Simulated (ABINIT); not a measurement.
# MnO (P4_2/mmc) in ABINIT: single point with LDA+U

Aim: the single point of MnO with LDA+U.

Everything below comes from runs of ABINIT 10.8.3 (patched build). Logs are shortened: lines on timing, memory, paths and dates and some standing lists are left out, and cuts for length are marked. The log counts tension as positive stress, the text compression.

**1. The crystal as given**

Symmetry: P4_2/mmc, No. 131, tetragonal system. The conventional cell has a = 3.007 Å, b = 3.007 Å, c = 5.081 Å, α = 90.00°, β = 90.00°, γ = 90.00°. Around Mn (site symmetry mmm) lie 4 O at 1.97 Å. Around O (site symmetry -4m2) lie 4 Mn at 1.97 Å.

The cell was built by a generator and needn't be a form met in nature.

**2. Single point, LDA+U, collinear spin, antiferromagnetic start**

run.abi

```
# Pseudopotentials
pp_dirpath "./"
pseudos "Mn.LDA_PW-JTH.xml, O.LDA_PW-JTH.xml"

# Structure
acell 3*1.0
rprim
     5.6826710184     0.0000000000     0.0000000000
     0.0000000000     5.6826710184     0.0000000000
     0.0000000000     0.0000000000     9.6016795420
ntypat 2
znucl 25 8
natom 4
typat 1 1 2 2
xred
     0.0000000000     0.5000000000     0.0000000000
     0.5000000000     0.0000000000     0.5000000000
     0.0000000000     0.0000000000     0.2500000000
     0.0000000000     0.0000000000     0.7500000000

# Plane-wave basis
ecut 26.0
pawecutdg 48.0

# k points
kptopt 1
ngkpt 7 7 4
nshiftk 1
shiftk 0.0 0.0 0.0

# Exchange and correlation
ixc 7

# Bands and occupations
nband 28
occopt 3
tsmear 0.05 eV

# Spin
nsppol 2
spinat
     0.0000000000     0.0000000000     4.0000000000
     0.0000000000     0.0000000000    -4.0000000000
     0.0000000000     0.0000000000     0.0000000000
     0.0000000000     0.0000000000     0.0000000000

# DFT+U
usepawu 4
lpawu 2 -1
upawu 3.5 0.0 eV
jpawu 0.5 0.0 eV

# SCF cycle
nstep 100
tolvrs 1.0e-9

# Output
iomode 3
prtwf 0
prtden 0
prteig 0
prtebands 0
enunit 1
```

Potentials or basis: JTH PAW LDA v2.0.

Command:

```sh
$ abinit run.abi > log 2>&1
```

run.abo:

```text
.Version 10.8.3 of ABINIT
 Magnetic group, Shubnikov type III
 Fedorov space group P4_2/m m c (#131); Bravais tP (primitive tetrag.)
 Magnetic point group 4'/mmm' (# 27)
================================================================================
 Values of the parameters that define the memory need of the present run
     intxc =       0    ionmov =       0      iscf =      17    lmnmax =      18
     lnmax =       6     mgfft =      48  mpssoang =       3    mqgrid =    3001
     natom =       4  nloc_mem =       2    nspden =       2   nspinor =       1
    nsppol =       2      nsym =      16    n1xccc =       1    ntypat =       2
    occopt =       3   xclevel =       1
       mpw =        1982          nfft =       43200          nkpt =          48
 PAW method is used; the additional fine FFT grid is defined by:
   mgfftf=        60    nfftf =     77760
================================================================================
================================================================================

--------------------------------------------------------------------------------
------------- Echo of variables that govern the present computation ------------
--------------------------------------------------------------------------------
 -outvars: echo values of preprocessed input variables --------
            acell      1.0000000000E+00  1.0000000000E+00  1.0000000000E+00 Bohr
              amu      5.49380500E+01  1.59994000E+01
             ecut      2.60000000E+01 Hartree
           enunit           1
              ixc           7
            jpawu      1.83746611E-02  0.00000000E+00 Hartree
         kptrlatt        7    0    0      0    7    0      0    0    4
          kptrlen      3.84067182E+01
            lpawu           2      -1
            natom           4
            nband          28
            ngfft          30      30      48
          ngfftdg          36      36      60
             nkpt          48
           nspden           2
           nsppol           2
            nstep         100
             nsym          16
           ntypat           2
           occopt           3
        pawecutdg      4.80000000E+01 Hartree
           prtden           0
        prtebands           0
           prteig           0
            prtwf           0
        ptgroupma          27
            rprim      5.6826710184E+00  0.0000000000E+00  0.0000000000E+00
                       0.0000000000E+00  5.6826710184E+00  0.0000000000E+00
                       0.0000000000E+00  0.0000000000E+00  9.6016795420E+00
          spgroup         131
           spinat      0.0000000000E+00  0.0000000000E+00  4.0000000000E+00
                       0.0000000000E+00  0.0000000000E+00 -4.0000000000E+00
                       0.0000000000E+00  0.0000000000E+00  0.0000000000E+00
                       0.0000000000E+00  0.0000000000E+00  0.0000000000E+00
[... 250 lines left out ...]
 length scales=  1.000000000000  1.000000000000  1.000000000000 bohr
              =  0.529177210544  0.529177210544  0.529177210544 angstroms
 Fermi (or HOMO) energy (eV) =   6.88535   Average Vxc (eV)= -11.60083
 Eigenvalues (   eV  ) for nkpt=  48  k points, SPIN UP:
 kpt#   1, nband= 28, wtk=  0.00510, kpt=  0.0000  0.0000  0.0000 (reduced coord)
 -72.57423  -72.56894  -41.98491  -41.98490  -41.95574  -41.89682  -41.17929  -41.17928
 -14.02283  -12.54298   -2.44246    0.26904    0.48202    1.93891    1.93891    2.84840
   3.18287    3.40304    4.33212    4.64356    4.86846    7.20864    7.38887    8.15987
   9.09143    9.22981    9.45047   11.43119
 prteigrs : prtvol=0 or 1, do not print more k-points.

 Eigenvalues (   eV  ) for nkpt=  48  k points, SPIN DOWN:
 kpt#   1, nband= 28, wtk=  0.00510, kpt=  0.0000  0.0000  0.0000 (reduced coord)
 -72.57423  -72.56894  -41.98491  -41.98490  -41.95574  -41.89682  -41.17929  -41.17928
 -14.02283  -12.54298   -2.44246    0.26903    0.48202    1.93891    1.93891    2.84839
   3.18287    3.40302    4.33210    4.64354    4.86845    7.20862    7.38885    8.15987
   9.09143    9.22979    9.45047   11.43119
 prteigrs : prtvol=0 or 1, do not print more k-points.

--- !EnergyTerms
iteration_state     : {dtset: 1, }
comment             : Components of total free energy in Hartree
kinetic             :  4.04019178569995E+01
hartree             :  5.95727914049285E+01
xc                  : -1.30936614216658E+01
Ewald energy        : -1.57236705342560E+02
psp_core            :  9.16452020469785E+00
local_psp           : -1.66580713201034E+02
PAW spherical_terms : -1.41627976289543E+01
internal            : -2.41934648127589E+02
'-kT*entropy'       : -8.15448988676670E-04
total_energy        : -2.41935463576577E+02
total_energy_eV     : -6.58339934598271E+03
...

--- !EnergyTermsDC
iteration_state     : {dtset: 1, }
comment             : '"Double-counting" decomposition of free energy'
band_energy         : -2.90984237957185E+01
Ewald energy        : -1.57236705342560E+02
psp_core            :  9.16452020469785E+00
xc_dc               : -5.55199110408923E+01
PAW spherical_terms : -9.24412674006442E+00
internal            : -2.41934646714537E+02
'-kT*entropy'       : -8.15448988676670E-04
total_energy_dc     : -2.41935462163526E+02
total_energy_dc_eV  : -6.58339930753163E+03
...

--- !EnergyTermsWithPAWCore
iteration_state     : {dtset: 1, }
comment             : 'Components of total free energy, including PAW core contributions'
Total energy        : -2.46245793108841E+03
Total energy DC     : -2.46245792967536E+03
Total energy (eV)   : -6.70068938773259E+04
Total energy DC (eV): -6.70068938388749E+04
...

 Cartesian components of stress tensor (hartree/bohr^3)
  sigma(1 1)=  6.13301363E-04  sigma(3 2)=  0.00000000E+00
  sigma(2 2)=  6.13301363E-04  sigma(3 1)=  0.00000000E+00
  sigma(3 3)=  4.87261148E-04  sigma(2 1)=  0.00000000E+00

-Cartesian components of stress tensor (GPa)         [Pressure= -1.6808E+01 GPa]
- sigma(1 1)=  1.80439491E+01  sigma(3 2)=  0.00000000E+00
- sigma(2 2)=  1.80439491E+01  sigma(3 1)=  0.00000000E+00
- sigma(3 3)=  1.43357179E+01  sigma(2 1)=  0.00000000E+00

== END DATASET(S) ==============================================================
================================================================================

 -outvars: echo values of variables after computation  --------
            acell      1.0000000000E+00  1.0000000000E+00  1.0000000000E+00 Bohr
           etotal     -2.4193546216E+02
            fcart     -0.0000000000E+00 -0.0000000000E+00 -1.6540718414E-23
                      -0.0000000000E+00 -0.0000000000E+00 -1.6540718414E-23
                      -0.0000000000E+00 -0.0000000000E+00 -2.7567864024E-23
                      -0.0000000000E+00 -0.0000000000E+00  6.0649300853E-23
            rprim      5.6826710184E+00  0.0000000000E+00  0.0000000000E+00
                       0.0000000000E+00  5.6826710184E+00  0.0000000000E+00
                       0.0000000000E+00  0.0000000000E+00  9.6016795420E+00
           strten      6.1330136293E-04  6.1330136293E-04  4.8726114781E-04
                       0.0000000000E+00  0.0000000000E+00  0.0000000000E+00
           xangst      0.0000000000E+00  1.5035699990E+00  0.0000000000E+00
                       1.5035699990E+00  0.0000000000E+00  2.5404949983E+00
                       0.0000000000E+00  0.0000000000E+00  1.2702474991E+00
                       0.0000000000E+00  0.0000000000E+00  3.8107424974E+00
             xred      0.0000000000E+00  5.0000000000E-01  0.0000000000E+00
                       5.0000000000E-01  0.0000000000E+00  5.0000000000E-01
                       0.0000000000E+00  0.0000000000E+00  2.5000000000E-01
                       0.0000000000E+00  0.0000000000E+00  7.5000000000E-01
 Calculation completed.
```

Run time: 6.8 min. Hardware: 1 thread of Arm Neoverse V1, shared host; peak memory 0.21 GiB.

Results:

```
Free energy                                           : -6583.3993 eV
Pressure                                              : -16.8 GPa
Band gap on the k mesh                                : none (metal or under the smearing width)
Net moment                                            : 0.00 μB per cell
Site moments                                          : Mn +2.87, -2.87; O +0.00 μB
Valence electrons inside the program's atomic spheres : Mn 13.17; O 4.53
```

Stress tensor (GPa, compression positive):
```
-18.04   0.00   0.00
  0.00 -18.04   0.00
  0.00   0.00 -14.34
```

Levels at points of the mesh, in eV from the Fermi level:
Spin up:
```tsv
k point	band 18	band 19	band 20	band 21	band 22	band 23	band 24	band 25
(0.00, 0.00, 0.00)	-3.48	-2.55	-2.24	-2.02	0.32	0.50	1.27	2.21
(0.00, 0.00, 0.50)	-2.81	-2.55	-2.40	-1.77	-0.01	1.08	1.27	1.63
```
Spin down:
```tsv
k point	band 18	band 19	band 20	band 21	band 22	band 23	band 24	band 25
(0.00, 0.00, 0.00)	-3.48	-2.55	-2.24	-2.02	0.32	0.50	1.27	2.21
(0.00, 0.00, 0.50)	-2.81	-2.55	-2.40	-1.77	-0.01	1.08	1.27	1.63
```

Eigenvalues of the final occupation matrices:
```
  site  spin  trace               eigenvalues
atom 1     1   3.81  0.35 0.78 0.88 0.89 0.91
atom 1     2   0.91  0.07 0.07 0.13 0.21 0.43
atom 2     1   0.91  0.07 0.07 0.13 0.21 0.43
atom 2     2   3.81  0.35 0.78 0.88 0.89 0.91
```
